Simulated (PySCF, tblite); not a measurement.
**C5H8GeN2: dynamics, then NMR shifts on frames**

Aim: move C5H8GeN2 (`C#CC[N](C)[GeH2][C]#N`) away from its starting geometry and see how NMR shifts follow the geometry.

Computed with tblite 0.8.0 and PySCF 2.14.0, with density-fitted response routines of our own, on a single molecule in the gas phase. Atoms are numbered from 0 throughout.

## Step 1: The starting structure

16 atoms, charge 0, multiplicity 1; geometry from: GFN2-xTB.

Bonds of the start (Å): C0–C1 1.20, C1–C2 1.45, C2–N3 1.46, N3–C4 1.45, N3–Ge5 1.82, Ge5–C6 1.92, C6–N7 1.14, C0–H8 1.05, C2–H9 1.10, C2–H10 1.10, C4–H11 1.09, C4–H12 1.09, C4–H13 1.10, Ge5–H14 1.51, Ge5–H15 1.50.

## Step 2: A short Langevin run with GFN2-xTB

Job settings and geometry (Å):

```
{"job": {"kind": "md", "xc": "GFN2-xTB", "basis": "xTB", "temperature": 200, "steps": 2000, "every": 50, "frames": 5}, "charge": 0, "multiplicity": 1}
C      1.752241     2.140674     0.177445
C      0.640082     1.696288     0.212755
C     -0.697333     1.141193     0.225511
N     -0.672507    -0.304977     0.063104
C     -2.004994    -0.865566     0.016143
Ge     0.765093    -1.146296    -0.658915
C      2.237397    -0.983855     0.567152
N      3.127907    -0.935595     1.284505
H      2.719840     2.547036     0.175708
H     -1.285369     1.616753    -0.578777
H     -1.179605     1.387867     1.183291
H     -1.941063    -1.943137    -0.126947
H     -2.524939    -0.670758     0.959457
H     -2.606663    -0.439543    -0.796993
H      1.280239    -0.634032    -1.987507
H      0.382075    -2.597107    -0.727345
```

Method: GFN2-xTB Langevin dynamics, gas phase.

The run is started by

```
$ OMP_NUM_THREADS=1 python probes_run.py task.json out
```

This one command runs all jobs of the session in turn.

Log:

```text
t/fs     T/K      E/eV
    0.0   162.6   -610.09512
   25.0    96.4   -610.01528
   50.0   120.0   -609.96665
   75.0   118.4   -609.94184
  100.0    79.8   -609.82784
  125.0   129.7   -609.87285
  150.0   107.7   -609.86154
  175.0   110.1   -609.81829
  200.0   153.3   -609.74199
  225.0   173.6   -609.77406
  250.0   187.4   -609.73860
  275.0   209.3   -609.74887
  300.0   255.5   -609.86093
  325.0   202.2   -609.69231
  350.0   247.3   -609.69339
  375.0   215.3   -609.75416
  400.0   176.8   -609.68355
  425.0   206.9   -609.81549
  450.0   143.6   -609.61363
  475.0   250.1   -609.70176
  500.0   216.2   -609.68264
  525.0   191.5   -609.60731
  550.0   247.5   -609.74503
  575.0   223.6   -609.72677
  600.0   221.9   -609.75587
  625.0   204.5   -609.72206
  650.0   210.8   -609.72218
  675.0   227.8   -609.69737
  700.0   201.4   -609.74420
  725.0   255.5   -609.78583
  750.0   163.9   -609.70712
  775.0   220.9   -609.82210
  800.0   168.4   -609.63962
  825.0   167.7   -609.73880
  850.0   160.2   -609.73268
  875.0   186.4   -609.79863
  900.0   187.7   -609.78061
  925.0   187.1   -609.67657
  950.0   189.9   -609.72310
  975.0   178.7   -609.74812
 1000.0   165.7   -609.76357
```

It took 10 s on 1 thread of Arm Neoverse V2, shared host; peak memory 0.18 GiB.

Distance from the start (root mean square after alignment): 0 fs 0.00 Å, 200 fs 0.16 Å, 400 fs 0.50 Å, 600 fs 0.49 Å, 800 fs 0.20 Å, 1000 fs 0.25 Å.

Positions (Å) and forces (eV/Å) at 1000 fs:

```xyz
16

C     1.424    2.126    0.507    0.118   -0.272    0.684
C     0.378    1.542    0.677    0.473    0.759   -0.223
C    -0.964    0.988    0.717   -0.625    0.363   -0.616
N    -0.934   -0.404    0.353    0.191   -0.901    0.050
C    -2.187   -1.101    0.414   -1.513    0.222    0.838
Ge    0.530   -1.295   -0.190    0.509    0.070   -0.191
C     1.868   -0.945    1.189    0.524    0.212    0.573
N     2.587   -0.627    2.034   -0.671   -0.464   -0.841
H     2.416    2.523    0.664   -0.949   -0.321   -0.406
H    -1.626    1.490   -0.060    0.482    0.104    0.768
H    -1.411    1.149    1.728    0.223   -0.107   -0.467
H    -2.179   -2.077   -0.113    0.214    0.586    0.459
H    -2.550   -1.246    1.493    0.567   -0.049   -1.106
H    -2.996   -0.492   -0.048    0.335   -0.212   -0.041
H     1.200   -0.873   -1.538   -0.220   -0.066    0.455
H    -0.011   -2.709   -0.266    0.342    0.077    0.063
```

## Step 3: Shielding tensors: 250 fs, PBE0/pcSseg-1

Job settings and geometry (Å):

```
{"job": {"kind": "nmr", "xc": "PBE0", "basis": "pcSseg-1", "pop": false}, "charge": 0, "multiplicity": 1}
C      1.414000     2.061000     0.299700
C      0.360100     1.495900     0.336800
C     -0.925300     0.891600     0.498600
N     -0.913800    -0.555900     0.218400
C     -2.134300    -1.265800     0.444800
Ge     0.534700    -1.221800    -0.568500
C      2.110300    -0.889700     0.433700
N      3.068600    -0.984700     1.025800
H      2.361400     2.433200     0.342700
H     -1.712000     1.360000    -0.121800
H     -1.188900     1.057700     1.539800
H     -1.928300    -2.329500     0.677000
H     -2.649300    -0.812400     1.354800
H     -2.770600    -1.260600    -0.442100
H      0.892300    -0.647400    -1.894400
H      0.562500    -2.771100    -0.581000
```

With the program's defaults for keys left out, this is: GIAO PBE0/pcSseg-1 NMR shielding, non-relativistic, gas phase.

Log:

```text
coarse grid: 63336 points
cycle   1  E = -2380.7459886068  dE =  4.388e-01  |g| = 9.899e-01  |ddm| = 4.019e+00
cycle   2  E = -2380.6240121288  dE =  1.220e-01  |g| = 1.225e+00  |ddm| = 1.336e+00
cycle   3  E = -2380.8175352401  dE = -1.935e-01  |g| = 3.902e-01  |ddm| = 8.897e-01
cycle   4  E = -2380.8491871831  dE = -3.165e-02  |g| = 8.802e-02  |ddm| = 2.631e-01
cycle   5  E = -2380.8503565856  dE = -1.169e-03  |g| = 2.705e-02  |ddm| = 6.575e-02
cycle   6  E = -2380.8505109901  dE = -1.544e-04  |g| = 6.805e-03  |ddm| = 2.929e-02
cycle   7  E = -2380.8505183462  dE = -7.356e-06  |g| = 3.438e-03  |ddm| = 7.316e-03
cycle   8  E = -2380.8505209740  dE = -2.628e-06  |g| = 1.037e-03  |ddm| = 2.823e-03
final grid: 134040 points
cycle   9  E = -2380.8504554130  dE =  6.319e-07  |g| = 1.969e-03  |ddm| = 3.223e-03
cycle  10  E = -2380.8504521087  dE =  3.304e-06  |g| = 4.167e-03  |ddm| = 4.031e-03
cycle  11  E = -2380.8504563237  dE = -4.215e-06  |g| = 3.049e-04  |ddm| = 2.772e-03
cycle  12  E = -2380.8504563432  dE = -1.950e-08  |g| = 4.987e-05  |ddm| = 2.863e-04
cycle  13  E = -2380.8504563437  dE = -4.879e-10  |g| = 1.414e-05  |ddm| = 4.233e-05
converged SCF energy = -2380.8504563437

GIAO shielding tensors (ppm)
atom      isotropic    diamagn.    paramagn.     s11        s22        s33       span
  0 C       93.736     259.608    -165.872     13.009     36.654    231.544    218.535
  1 C      102.503     263.997    -161.494      8.845     11.012    287.652    278.807
  2 C      141.090     245.795    -104.705    115.936    130.939    176.396     60.460
  3 N      266.584     335.080     -68.496    196.831    290.408    312.514    115.682
  4 C      144.360     240.975     -96.615    122.178    126.197    184.706     62.527
  5 Ge    1478.063    2756.006   -1277.943   1342.715   1422.827   1668.645    325.930
  6 C       61.751     263.585    -201.835    -60.555    -48.099    293.906    354.461
  7 N      -80.685     340.120    -420.805   -264.978   -253.871    276.796    541.774
  8 H       30.301      36.242      -5.941     25.122     26.135     39.648     14.525
  9 H       27.762      27.403       0.359     22.576     26.377     34.332     11.756
 10 H       27.968      28.272      -0.304     23.192     27.178     33.535     10.343
 11 H       28.231      27.673       0.558     22.991     26.432     35.270     12.280
 12 H       28.199      26.225       1.973     23.677     25.470     35.449     11.772
 13 H       28.620      27.390       1.229     22.892     26.142     36.825     13.933
 14 H       26.815      29.122      -2.306     20.681     21.163     38.603     17.922
 15 H       26.326      27.504      -1.178     20.302     21.939     36.738     16.436
```

Run time: 24 s. Hardware: 1 thread of Arm Neoverse V2, shared host; peak memory 0.83 GiB.

The references, computed at this level on geometries of the same kind, shield at (ppm): ¹H TMS 31.72, ¹³C TMS 186.9, ¹⁵N NH3 267.7, ⁷³Ge GeMe4 1331. Their shielding less the atom's gives the shift. The references are single molecules in the gas phase, so shifts against H2O, NH3, PH3, H3PO4 or CFCl3 are not on the usual liquid scales and can be off by tens of ppm. Each atom is listed at this fixed geometry, with no averaging over motion; a spectrum would average atoms that exchange fast.

```
atoms                                    environment  σ (ppm)  δ (ppm)
   C6                                 nitrile carbon     61.8    125.2
   C0                         terminal alkyne carbon     93.7     93.2
   C1                                  alkyne carbon    102.5     84.4
   C2                propargylic sp3 CH2 bonded to N    141.1     45.8
   C4                      methyl carbon bonded to N    144.4     42.6
  H15         hydrogen on a germanium bonded to C, N    26.33     5.39
  H14         hydrogen on a germanium bonded to C, N    26.82     4.90
   H9  hydrogen on a propargylic sp3 CH2 bonded to N    27.76     3.96
  H10  hydrogen on a propargylic sp3 CH2 bonded to N    27.97     3.75
  H12        hydrogen on a methyl carbon bonded to N    28.20     3.52
  H11        hydrogen on a methyl carbon bonded to N    28.23     3.49
  H13        hydrogen on a methyl carbon bonded to N    28.62     3.10
   H8           hydrogen on a terminal alkyne carbon    30.30     1.42
   N7                               nitrile nitrogen    -80.7    348.4
   N3                     nitrogen bonded to 2 C, Ge    266.6      1.1
  Ge5                  germanium bonded to C, N, 2 H     1478     -147
```

## Step 4: NMR shieldings: 425 fs, PBE0/pcSseg-1

Job settings and geometry (Å):

```
{"job": {"kind": "nmr", "xc": "PBE0", "basis": "pcSseg-1", "pop": false}, "charge": 0, "multiplicity": 1}
C      1.144700     1.764800     0.659600
C     -0.005900     1.417500     0.516400
C     -1.309200     0.802900     0.335500
N     -1.211300    -0.636000     0.376200
C     -2.169800    -1.353300     1.160700
Ge     0.186600    -1.329900    -0.538500
C      1.733800    -1.260300     0.594700
N      2.572200    -1.226100     1.385500
H      2.091800     2.233300     0.727500
H     -1.629800     1.205100    -0.618100
H     -2.008400     1.063700     1.164200
H     -1.968300    -2.440200     1.025700
H     -2.141900    -1.108400     2.235500
H     -3.184100    -1.228500     0.805000
H      0.423900    -0.616600    -1.753700
H     -0.020600    -2.853700    -0.665500
```

Level: GIAO PBE0/pcSseg-1 NMR shielding, non-relativistic, gas phase.

Log:

```text
coarse grid: 63336 points
cycle   1  E = -2380.7484649390  dE =  3.644e-01  |g| = 9.906e-01  |ddm| = 3.919e+00
cycle   2  E = -2380.6039146122  dE =  1.446e-01  |g| = 1.264e+00  |ddm| = 1.381e+00
cycle   3  E = -2380.8151794173  dE = -2.113e-01  |g| = 4.277e-01  |ddm| = 9.298e-01
cycle   4  E = -2380.8533996072  dE = -3.822e-02  |g| = 8.937e-02  |ddm| = 2.753e-01
cycle   5  E = -2380.8545747993  dE = -1.175e-03  |g| = 3.030e-02  |ddm| = 6.978e-02
cycle   6  E = -2380.8547691387  dE = -1.943e-04  |g| = 6.741e-03  |ddm| = 3.068e-02
cycle   7  E = -2380.8547757538  dE = -6.615e-06  |g| = 3.587e-03  |ddm| = 7.730e-03
cycle   8  E = -2380.8547786511  dE = -2.897e-06  |g| = 1.125e-03  |ddm| = 3.006e-03
final grid: 134040 points
cycle   9  E = -2380.8547769802  dE =  9.368e-07  |g| = 2.294e-03  |ddm| = 3.225e-03
cycle  10  E = -2380.8547718188  dE =  5.161e-06  |g| = 5.099e-03  |ddm| = 4.822e-03
cycle  11  E = -2380.8547782516  dE = -6.433e-06  |g| = 2.919e-04  |ddm| = 3.349e-03
cycle  12  E = -2380.8547782691  dE = -1.747e-08  |g| = 5.771e-05  |ddm| = 3.008e-04
cycle  13  E = -2380.8547782697  dE = -6.412e-10  |g| = 1.726e-05  |ddm| = 4.395e-05
converged SCF energy = -2380.8547782697

GIAO shielding tensors (ppm)
atom      isotropic    diamagn.    paramagn.     s11        s22        s33       span
  0 C       94.963     258.450    -163.486     23.095     38.363    223.433    200.339
  1 C       97.889     270.178    -172.290      3.248      4.985    285.432    282.184
  2 C      141.010     244.216    -103.206    118.758    128.087    176.187     57.429
  3 N      258.767     335.362     -76.594    198.758    276.718    300.826    102.068
  4 C      144.989     239.999     -95.010    118.715    129.328    186.924     68.209
  5 Ge    1454.143    2756.991   -1302.848   1341.794   1388.034   1632.601    290.807
  6 C       58.180     265.454    -207.273    -64.323    -52.292    291.156    355.480
  7 N      -95.627     339.204    -434.831   -290.065   -277.354    280.539    570.604
  8 H       28.977      33.994      -5.016     24.093     25.192     37.647     13.554
  9 H       27.819      28.996      -1.178     22.177     27.222     34.057     11.881
 10 H       27.665      28.635      -0.970     22.314     27.256     33.425     11.111
 11 H       28.395      27.759       0.636     22.908     26.998     35.281     12.373
 12 H       28.567      28.107       0.460     23.344     26.327     36.030     12.687
 13 H       29.077      27.497       1.580     23.976     26.122     37.134     13.158
 14 H       27.651      30.760      -3.109     21.221     21.752     39.980     18.759
 15 H       26.667      27.953      -1.286     20.592     22.133     37.276     16.684
```

Wall time 24 s (1 thread of Arm Neoverse V2, shared host); peak memory 0.97 GiB.

Key values: δ C6 128.7, C0 92.0, C1 89.0, C2 45.9, H15 5.05, H14 4.07 ppm.

(Part 1 of 2 ends here.)
